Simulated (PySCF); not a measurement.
# C₅H₈O₂: magnetic properties

What do calculations give for the magnetic properties of C₅H₈O₂ (`C=C(C=O)CCO`)?

Programs: PySCF 2.14.0, with routines of our own; each step states its level. All values are computed. Atoms count from 0.

### 1 The system as given

15 atoms, charge 0, multiplicity 1; geometry from: GFN2-xTB.

### 2 Magnetic properties: GIAO B3LYP/pcSseg-1

The job: settings as JSON, then the geometry in Å.

```
{"job": {"kind": "mag", "xc": "B3LYP", "basis": "pcSseg-1", "isotopologues": 2}, "charge": 0, "multiplicity": 1}
C     -1.891787    -0.885748    -0.155392
C     -0.810785    -0.225209     0.263622
C     -0.982968     1.123404     0.821506
O     -0.095339     1.873723     1.147345
C      0.578067    -0.786916     0.161071
C      1.476132     0.021938    -0.803055
O      2.218956     1.019643    -0.167946
H     -1.825005    -1.870172    -0.586427
H     -2.878842    -0.459258    -0.085124
H     -2.041130     1.427661     0.925943
H      0.518467    -1.820605    -0.179962
H      1.054070    -0.773000     1.144607
H      2.211967    -0.646882    -1.257460
H      0.854849     0.444667    -1.609560
H      1.608936     1.564744     0.358919
```

Method: GIAO B3LYP/pcSseg-1 magnetisability, rotational g tensor and spin-rotation constants, non-relativistic, gas phase.

On the command line:

```bash
OMP_NUM_THREADS=1 python excited_run.py task.json out
```

This one command runs all jobs of the session in turn.

Output:

```text
coarse grid: 12568 points
cycle   1  E = -345.4711773916  dE =  9.687e-01  |g| = 9.937e-01  |ddm| = 3.431e+00
cycle   2  E = -344.9184180175  dE =  5.528e-01  |g| = 1.941e+00  |ddm| = 2.954e+00
cycle   3  E = -345.6356949230  dE = -7.173e-01  |g| = 3.090e-01  |ddm| = 2.424e+00
cycle   4  E = -345.6544057500  dE = -1.871e-02  |g| = 1.117e-01  |ddm| = 3.442e-01
cycle   5  E = -345.6564642096  dE = -2.058e-03  |g| = 3.399e-02  |ddm| = 9.784e-02
cycle   6  E = -345.6567102988  dE = -2.461e-04  |g| = 1.087e-02  |ddm| = 3.637e-02
cycle   7  E = -345.6567371486  dE = -2.685e-05  |g| = 3.507e-03  |ddm| = 1.178e-02
cycle   8  E = -345.6567396419  dE = -2.493e-06  |g| = 9.649e-04  |ddm| = 2.802e-03
final grid: 121432 points
cycle   9  E = -345.7334942717  dE = -3.861e-05  |g| = 7.747e-03  |ddm| = 3.334e-02
cycle  10  E = -345.7334658366  dE =  2.844e-05  |g| = 1.407e-02  |ddm| = 1.776e-02
cycle  11  E = -345.7335066926  dE = -4.086e-05  |g| = 2.606e-03  |ddm| = 1.324e-02
cycle  12  E = -345.7335080474  dE = -1.355e-06  |g| = 2.783e-04  |ddm| = 2.238e-03
cycle  13  E = -345.7335080591  dE = -1.174e-08  |g| = 1.610e-04  |ddm| = 3.591e-04
cycle  14  E = -345.7335080636  dE = -4.484e-09  |g| = 2.954e-05  |ddm| = 1.200e-04
cycle  15  E = -345.7335080637  dE = -1.537e-10  |g| = 1.098e-05  |ddm| = 3.433e-05
converged SCF energy = -345.7335080637

Magnetisability tensor (1e-30 J/T^2)
     -780.61       -6.73       32.69
       -6.73     -812.16      115.90
       32.69      115.90    -1044.25
isotropic -879.01   principal values   -1095.63   -779.71   -761.68
isotropic susceptibility -52.935 1e-6 cm^3/mol

Inertial axes            a          b          c
rot. const./GHz      3.7728     2.2737     1.5274
chi total           -48.698    -46.548    -63.559
chi diamagnetic    -406.477   -616.465   -869.570
chi paramagnetic    357.779    569.916    806.011
quadrupole/D A       -2.555      1.795      0.759
g nuclear            0.5867     0.5751     0.5684
g electronic        -0.6341    -0.6088    -0.5784
g total             -0.0475    -0.0336    -0.0100

Spin-rotation constants (kHz, H = +C I.J)
atom  isotope        aa         bb         cc
  7     1H       -0.403      0.245     -0.182
  8     1H        0.067     -0.101     -0.152
  9     1H        0.222     -0.082     -0.121
 10     1H       -0.409      0.084     -0.170
 11     1H       -0.365     -0.224      0.024
 12     1H       -0.190      0.009     -0.148
 13     1H       -0.320     -0.244      0.063
 14     1H       -0.221     -0.028     -0.163
  0    13C*       1.301      1.100      0.282
  1    13C*       1.477      1.187      0.298
  2    13C*       1.858      1.162      0.425
  3    17O*      -3.260     -1.794     -0.126
  4    13C*       0.663      0.463      0.280
  5    13C*       0.853      0.504      0.356
  6    17O*      -0.289     -0.263     -0.162
* in the singly substituted isotopologue

Isotopologues: g along a, b, c
2H    at 7,8,9,10,11,12    -0.0412    -0.0296    -0.0089
13C   at 0                 -0.0473    -0.0330    -0.0099
```

Run time: 16 s. Hardware: 1 thread of Arm Neoverse V2, shared host; peak memory 0.72 GiB.

Key values:

| quantity | value |
| --- | --- |
| magnetisability | -879·10⁻³⁰ J/T² |
| molar susceptibility | -52.9·10⁻⁶ cm³/mol |
| rotational g (a, b, c) | -0.0475, -0.0336, -0.0100 |

### 3 Magnetic properties: GIAO LDA/pcSseg-1

The job, as its differences from that of step 2:

```diff
@@ -1,2 +1,2 @@
-{"job": {"kind": "mag", "xc": "B3LYP", "basis": "pcSseg-1", "isotopologues": 2}, "charge": 0, "multiplicity": 1}
+{"job": {"kind": "mag", "xc": "LDA", "basis": "pcSseg-1"}, "charge": 0, "multiplicity": 1}
 C     -1.891787    -0.885748    -0.155392
```

Method: GIAO LDA/pcSseg-1 magnetisability, rotational g tensor and spin-rotation constants, non-relativistic, gas phase.

Output:

```text
coarse grid: 12568 points
cycle   1  E = -342.5423362763  dE =  8.434e-01  |g| = 1.044e+00  |ddm| = 3.479e+00
cycle   2  E = -339.8469105208  dE =  2.695e+00  |g| = 3.033e+00  |ddm| = 4.742e+00
cycle   3  E = -342.5799799086  dE = -2.733e+00  |g| = 8.136e-01  |ddm| = 4.396e+00
cycle   4  E = -342.7465061681  dE = -1.665e-01  |g| = 1.759e-01  |ddm| = 8.739e-01
cycle   5  E = -342.7430113725  dE =  3.495e-03  |g| = 2.169e-01  |ddm| = 3.442e-01
cycle   6  E = -342.7536395079  dE = -1.063e-02  |g| = 6.248e-02  |ddm| = 2.271e-01
cycle   7  E = -342.7545158549  dE = -8.763e-04  |g| = 3.229e-02  |ddm| = 7.870e-02
cycle   8  E = -342.7547129199  dE = -1.971e-04  |g| = 1.173e-02  |ddm| = 3.078e-02
cycle   9  E = -342.7547435331  dE = -3.061e-05  |g| = 2.684e-03  |ddm| = 1.386e-02
cycle  10  E = -342.7547452549  dE = -1.722e-06  |g| = 4.324e-04  |ddm| = 3.858e-03
final grid: 121432 points
cycle  11  E = -342.8466229444  dE = -5.971e-05  |g| = 5.177e-03  |ddm| = 4.600e-02
cycle  12  E = -342.8466089398  dE =  1.400e-05  |g| = 9.356e-03  |ddm| = 1.263e-02
cycle  13  E = -342.8466274518  dE = -1.851e-05  |g| = 3.281e-03  |ddm| = 1.006e-02
cycle  14  E = -342.8466296913  dE = -2.239e-06  |g| = 3.956e-04  |ddm| = 3.246e-03
cycle  15  E = -342.8466297146  dE = -2.330e-08  |g| = 1.989e-04  |ddm| = 4.763e-04
cycle  16  E = -342.8466297230  dE = -8.435e-09  |g| = 8.053e-05  |ddm| = 2.077e-04
cycle  17  E = -342.8466297248  dE = -1.767e-09  |g| = 1.995e-05  |ddm| = 8.137e-05
cycle  18  E = -342.8466297249  dE = -8.913e-11  |g| = 4.752e-06  |ddm| = 2.015e-05
converged SCF energy = -342.8466297249

Magnetisability tensor (1e-30 J/T^2)
     -766.22       -0.75       38.23
       -0.75     -804.25      121.69
       38.23      121.69    -1045.67
isotropic -872.05   principal values   -1100.17   -772.61   -743.37
isotropic susceptibility -52.516 1e-6 cm^3/mol

Inertial axes            a          b          c
rot. const./GHz      3.7728     2.2737     1.5274
chi total           -47.812    -46.057    -63.678
chi diamagnetic    -406.505   -616.719   -869.322
chi paramagnetic    358.693    570.662    805.643
quadrupole/D A       -2.526      2.207      0.319
g nuclear            0.5867     0.5751     0.5684
g electronic        -0.6358    -0.6096    -0.5781
g total             -0.0491    -0.0344    -0.0097

Spin-rotation constants (kHz, H = +C I.J)
atom  isotope        aa         bb         cc
  7     1H       -0.397      0.257     -0.181
  8     1H        0.078     -0.096     -0.151
  9     1H        0.240     -0.077     -0.117
 10     1H       -0.406      0.088     -0.168
 11     1H       -0.360     -0.223      0.025
 12     1H       -0.185      0.013     -0.144
 13     1H       -0.313     -0.238      0.066
 14     1H       -0.217     -0.025     -0.163
  0    13C*       1.359      1.115      0.282
  1    13C*       1.522      1.196      0.300
  2    13C*       1.914      1.175      0.434
  3    17O*      -3.368     -1.817     -0.132
  4    13C*       0.659      0.470      0.279
  5    13C*       0.857      0.503      0.359
  6    17O*      -0.263     -0.285     -0.165
* in the singly substituted isotopologue
```

It took 20 s on 1 thread of Arm Neoverse V2, shared host; peak memory 0.56 GiB.

From this job:

| quantity | value |
| --- | --- |
| magnetisability | -872·10⁻³⁰ J/T² |
| molar susceptibility | -52.5·10⁻⁶ cm³/mol |
| rotational g (a, b, c) | -0.0491, -0.0344, -0.0097 |

### 4 The levels compared

| level | ξ (10⁻³⁰ J/T²) | g(a) | g(b) | gap (eV) | functions | time |
| --- | --- | --- | --- | --- | --- | --- |
| GIAO B3LYP/pcSseg-1 | -879 | -0.0475 | -0.0336 | 4.72 | 159 | 16 s |
| GIAO LDA/pcSseg-1 | -872 | -0.0491 | -0.0344 | 2.39 | 159 | 20 s |

### 5 Outcome

```
                                            quantity                      value
       magnetisability (step 2, GIAO B3LYP/pcSseg-1)            -879·10⁻³⁰ J/T²
  molar susceptibility (step 2, GIAO B3LYP/pcSseg-1)         -52.9·10⁻⁶ cm³/mol
rotational g (a, b, c) (step 2, GIAO B3LYP/pcSseg-1)  -0.0475, -0.0336, -0.0100
                     magnetisability over the levels    -879 to -872·10⁻³⁰ J/T²
```

The magnetisability spreads by 0.8 % over 2 levels of like cost. Two levels can agree by chance, so this spread shows no convergence. Vibrational averaging and real surroundings are missing from these values.
